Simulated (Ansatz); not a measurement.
This script makes a ladder of basis sets of BrGeH, SMILES [GeH][Br] with Ansatz 0.2.0 through its Python package.

`basis_brgeh.py`
```python
"""How the energy of BrGeH converges with the basis."""

import ansatz as az

GEOMETRY = """
Ge    0.32080   -0.77070    0.08350
Br    0.78540    1.48020    0.59330
H    -1.11720   -0.77440   -0.69010
"""


def main() -> None:
    system = az.Crystal.molecule()
    for line in GEOMETRY.strip().splitlines():
        symbol, *xyz = line.split()
        system = system.atom(symbol, [float(v) for v in xyz])

    calculation = system.calculation().functional("b3lyp")

    energies = {}
    for basis in ["cc-pVDZ", "cc-pVTZ", "cc-pVQZ"]:
        report = calculation.basis(gaussian=basis).run(threads=1, backend="cpu").report
        size = report["n_frozen"] + report["n_occupied"][0] + report["n_virtual"][0]
        energies[basis] = (report["reference_energy_ev"] / 27.211386246, report["free_energy_ev"] / 27.211386246)
        print(f"{basis:14s} {size:4d} orbitals  reference {energies[basis][0]:14.6f} Ha  total {energies[basis][1]:14.6f} Ha")

    last = energies["cc-pVQZ"][1]
    for basis, (_, total) in energies.items():
        print(f"{basis:14s} lies {27.211386 * (total - last):9.4f} eV above cc-pVQZ")


if __name__ == "__main__":
    main()
```

How far does the total energy move along this ladder of basis sets?

Against cc-pVDZ: cc-pVTZ -146.0 mHa and cc-pVQZ -152.4 mHa. The last step alone is -6.43 mHa. From the first set to the last the time grows from 0.7 to 1.7 s.

The output:

`python basis_brgeh.py` gives:
```text
cc-pVDZ          59 orbitals  reference   -4651.787995 Ha  total   -4651.787995 Ha
cc-pVTZ         100 orbitals  reference   -4651.934015 Ha  total   -4651.934015 Ha
cc-pVQZ         166 orbitals  reference   -4651.940444 Ha  total   -4651.940444 Ha
cc-pVDZ        lies    4.1483 eV above cc-pVQZ
cc-pVTZ        lies    0.1749 eV above cc-pVQZ
cc-pVQZ        lies    0.0000 eV above cc-pVQZ
```

Reading the output:
- The drop along the ladder measures the basis error, and is no property of the molecule.
- The geometry is a force-field or estimated start, not a minimum of this method, and the last set is no limit. Much of the fall in a total is atomic energy, which cancels in bond and reaction energies.
- b3lyp holds the VWN-RPA fit, as in Gaussian; the form of ORCA and Turbomole is b3lyp5.
- Hardware and time: 3.5 s on 1 thread of AMD EPYC 9R45 96-Core Processor (Zen 5) (shared host), peak memory 0.43 GiB.

(Lines on the test bed's own set-up are left out of the output.)
